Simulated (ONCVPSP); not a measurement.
# Pseudopotential generation for gadolinium: ONCV, PBEsol

Aim: build the potential from the settings below, then test how well it stands in for the atom: other configurations, scattering, ghost states and the plane-wave cutoff that it needs.

Program: ONCVPSP 4.0.1.1 (patched build). Reference atom: PBEsol, scalar-relativistic, spherical and spin-unpolarised. All values are calculated.

## 1. Starting point

The settings as typed:

```
element                 : gadolinium (Gd, Z = 64)
type                    : optimised norm-conserving Vanderbilt (ONCV)
frozen core             : [Kr]
valence charge          : 28
reference configuration : 4d10 4f6 5s2 5p6 5d2 6s2
partial waves           : 5s+6s: rc 2.00 bohr, ncon 3, nbas 6, qcut 6.7 1/bohr, 2 projectors; 5p: rc 1.75 bohr, ncon 4, nbas 9, qcut 4.4 1/bohr, 2 projectors, debl 3.2 Ha; 4d+5d: rc 1.00 bohr, ncon 4, nbas 9, qcut 16.7 1/bohr, 2 projectors; 4f: rc 1.00 bohr, ncon 4, nbas 8, qcut 17.2 1/bohr, local
local potential         : the f channel
core correction         : polynomial model core, fcfact 0.4
```

The nodes and maxima of the atom's own shells, from an earlier all-electron run, set the scale for the radii.

All-electron outer shells of the reference configuration (PBEsol, scalar-relativistic, ld1.x):

```json
{"shell": "4p", "level (eV)": "-284.12", "outermost node (bohr)": "0.29", "outermost maximum (bohr)": "0.54"}
{"shell": "4d", "level (eV)": "-155.29", "outermost node (bohr)": "0.27", "outermost maximum (bohr)": "0.56"}
{"shell": "5s", "level (eV)": "-53.34", "outermost node (bohr)": "0.65", "outermost maximum (bohr)": "1.18"}
{"shell": "5p", "level (eV)": "-30.06", "outermost node (bohr)": "0.70", "outermost maximum (bohr)": "1.34"}
{"shell": "4f", "level (eV)": "-15.29", "outermost node (bohr)": "–", "outermost maximum (bohr)": "0.56"}
{"shell": "6s", "level (eV)": "-4.44", "outermost node (bohr)": "1.57", "outermost maximum (bohr)": "3.25"}
{"shell": "5d", "level (eV)": "-3.60", "outermost node (bohr)": "0.78", "outermost maximum (bohr)": "1.85"}
{"shell": "6p", "level (eV)": "-1.36", "outermost node (bohr)": "1.87", "outermost maximum (bohr)": "4.33"}
```

## 2. Generation

Gd.dat

```
# ATOM AND REFERENCE CONFIGURATION
# atsym  z   nc   nv     iexc    psfile
  Gd 64.00    8    6  -116133      upf
#
#   n    l    f
    1    0    2.00
    2    0    2.00
    2    1    6.00
    3    0    2.00
    3    1    6.00
    3    2   10.00
    4    0    2.00
    4    1    6.00
    4    2   10.00
    4    3    6.00
    5    0    2.00
    5    1    6.00
    5    2    2.00
    6    0    2.00
#
# PSEUDOPOTENTIAL AND OPTIMIZATION
# lmax
    3
#
#   l,   rc,      ep,       ncon, nbas, qcut
    0    2.00    0.00    3    6    6.70
    1    1.75    0.00    4    9    4.40
    2    1.00    0.00    4    9   16.70
    3    1.00    0.00    4    8   17.20
#
# LOCAL POTENTIAL
# lloc, lpopt,  rc(5),   dvloc0
    3    5    1.00    0.00
#
# VANDERBILT-KLEINMAN-BYLANDER PROJECTORs
# l, nproj, debl
    0    2    3.50
    1    2    3.20
    2    2    3.10
    3    0    1.70
#
# MODEL CORE CHARGE
# icmod, fcfact, rcfact
    1    0.40    0.00
#
# LOG DERIVATIVE ANALYSIS
# epsh1, epsh2, depsh
   -7.00    5.00    0.04
#
# OUTPUT GRID
# rlmax, drl
    6.00    0.01
#
# TEST CONFIGURATIONS
# ncnf
    4
# nvcnf
#   n    l    f
    6
    4    2   10.00
    4    3    7.00
    5    0    2.00
    5    1    6.00
    5    2    1.00
    6    0    2.00
#
    6
    4    2   10.00
    4    3    7.00
    5    0    2.00
    5    1    6.00
    5    2    1.00
    6    0    1.00
#
    6
    4    2   10.00
    4    3    7.00
    5    0    2.00
    5    1    6.00
    5    2    1.00
    6    0    0.00
#
    7
    4    2   10.00
    4    3    7.00
    5    0    2.00
    5    1    6.00
    5    2    1.00
    6    0    1.00
    6    1    1.00
#
```

The run is started by

```bash
$ oncvpsp.x < Gd.dat > Gd.out
```

**Question.** What will these runs give? Wanted: cutoffs for 1 and 0.1 mHa per electron, occupied waves; bound ghosts; GHOST(+) flags; largest test error; largest phase difference near zero energy, channels read; rms error of d²Exc/dn², without and with the model core.

The runs gave:

```
                                                quantity                                  value
  cutoffs for 1 and 0.1 mHa per electron, occupied waves                      125 Ha and 137 Ha
                                            bound ghosts       s at -780.47 eV, p at -267.81 eV
                                          GHOST(+) flags                            s at 104 eV
                            largest test error (AE − PS)  -19 meV, for 4d10 4f7 5s2 5p6 5d1 6s2
largest phase difference near zero energy, channels read                              0.008 rad
 rms error of d²Exc/dn², without and with the model core                      4.19 and 0.87 mHa
```

What this shows: It has a bound ghost (s, p), a state that the atom doesn't have, and that rules the file out. Close by lies the frozen 4p level (-284.1 eV). By total energies transferability is good: the largest error is 19 meV on 8.9 eV, for 4d10 4f7 5s2 5p6 5d1 6s2. Atomic tests can pass in spite of a ghost, since they solve only for the levels asked. By its cutoff, 125 Ha for the looser tolerance, it is very hard. At the looser tolerance the 4f wave is the slowest; 4d needs 100 Ha. Near zero energy the phases of the channels with partial waves agree within 0.008 rad. The program also flags highly localised states, GHOST(+) (s). All of this concerns the isolated atom, not yet a solid.
